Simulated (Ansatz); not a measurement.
**CH7FO2Si2: a ladder of functionals and wavefunction methods**

How much do the methods differ for CH7FO2Si2? The plan is to run it at one geometry with functionals of several rungs and with coupled cluster, and see how far each lands from CCSD(T) at the basis-set limit for the atomisation energy.

Method: functionals in def2-TZVPP, the program's frozen cores in correlated methods; program: Ansatz 0.2.0, Gaussian basis.

The runs, in order: PBE-D4, r2SCAN-D4, PBE0-D4, B3LYP-D4, ωB97X-V, ωB97M-V, B2PLYP; CCSD(T)/def2-TZVPP; MP2/def2-QZVPP; extrapolation to the limit.

## (1) The geometry

All runs share one geometry, relaxed beforehand with PBE0-D4 in a triple-zeta def2 set.

SMILES `C[SiH](F)O[SiH2]O`, 13 atoms, charge 0, spin multiplicity 1.

Atoms are counted from 1 here; the program's logs count them from 0.

Bond lengths: C1–Si2 1.843 Å, C1–H7 1.093 Å, C1–H8 1.093 Å, C1–H9 1.092 Å, Si2–F3 1.606 Å, Si2–O4 1.625 Å, Si2–H10 1.480 Å, O4–Si5 1.639 Å, Si5–O6 1.637 Å, Si5–H11 1.476 Å, Si5–H12 1.484 Å, O6–H13 0.959 Å. Angles: Si2–C1–H7 110.8°, Si2–C1–H8 110.3°, Si2–C1–H9 110.8°, H7–C1–H8 108.2°, H7–C1–H9 108.5°, H8–C1–H9 108.2°, C1–Si2–F3 109.2°, C1–Si2–O4 110.4°, C1–Si2–H10 113.3°, F3–Si2–O4 107.3°, F3–Si2–H10 106.3°, O4–Si2–H10 110.2°, Si2–O4–Si5 141.3°, O4–Si5–O6 111.8°, O4–Si5–H11 108.9°, O4–Si5–H12 107.0°, O6–Si5–H11 105.9°, O6–Si5–H12 111.3° and more.

## (2) PBE-D4 (GGA)

The input, in.yaml:

```yaml
crystal:
  periodic: [false, false, false]
  atoms:
    - {symbol: C, position_ang: [-0.056228, 1.968692, 1.361320]}
    - {symbol: Si, position_ang: [-0.660276, 0.752846, 0.114950]}
    - {symbol: F, position_ang: [-0.258162, 1.260596, -1.354633]}
    - {symbol: O, position_ang: [0.053048, -0.689425, 0.339978]}
    - {symbol: Si, position_ang: [0.570593, -2.002888, -0.491711]}
    - {symbol: O, position_ang: [-0.047540, -2.044124, -2.006953]}
    - {symbol: H, position_ang: [-0.513577, 2.947921, 1.201323]}
    - {symbol: H, position_ang: [-0.309040, 1.634877, 2.370677]}
    - {symbol: H, position_ang: [1.028896, 2.079492, 1.300249]}
    - {symbol: H, position_ang: [-2.132382, 0.599078, 0.112517]}
    - {symbol: H, position_ang: [0.076070, -3.220495, 0.181008]}
    - {symbol: H, position_ang: [2.053281, -1.945535, -0.516427]}
    - {symbol: H, position_ang: [0.195326, -1.341025, -2.612289]}
basis:
  gaussian: {orbitals: def2-TZVPP}
hamiltonian: {xc: pbe, dispersion: d4}
output: {forces: true, orbitals: {seedname: orbitals}}
```

Launch:

```sh
ansatz run in.yaml --threads 2 --pin off --events-out ev --progress --plain --max-ram 22528MiB --backend cuda --devices 0, --max-vram 18GiB
```

Further steps of the session: r2SCAN-D4 (meta-GGA); PBE0-D4 (hybrid); B3LYP-D4 (hybrid); ωB97X-V (range-separated); ωB97M-V (range-separated); B2PLYP (double hybrid); CCSD(T) in def2-TZVPP; MP2 in def2-QZVPP.

Before running them: what should the planned runs give, taken together? Wanted: atomisation energy, CCSD(T)/CBS; farthest; mean size of error, hybrid; mean size of error, range-separated; gap, smallest and largest; T1 diagnostic; triples share of the correlation energy.

The runs gave:

| quantity | value |
| --- | --- |
| atomisation energy, CCSD(T)/CBS | 52.821 eV |
| functionals within 0.264 eV (0.5 %) | PBE-D4, r2SCAN-D4, ωB97X-V, ωB97M-V |
| farthest | PBE0-D4 (-0.931 eV) |
| mean size of error, hybrid | 0.716 eV |
| mean size of error, range-separated | 0.133 eV |
| gap, smallest and largest | 6.89 eV (PBE-D4), 13.61 eV (ωB97X-V) |
| T1 diagnostic | 0.0113 |
| triples share of the correlation energy | 3.2 % |

**Reading.** PBE-D4 misses by -0.178 eV. Double hybrids carry the basis error of their MP2 part in triple zeta, and no dispersion term here, so their miss is partly the set-up's. Misses under about 0.264 eV are within the doubt on the reference itself, which lacks core-valence correlation, relativity and higher excitations. Hartree-Fock recovers 74 % of the binding; the rest is correlation. Orbital gaps span 6.9 to 13.6 eV; exact exchange widens them.
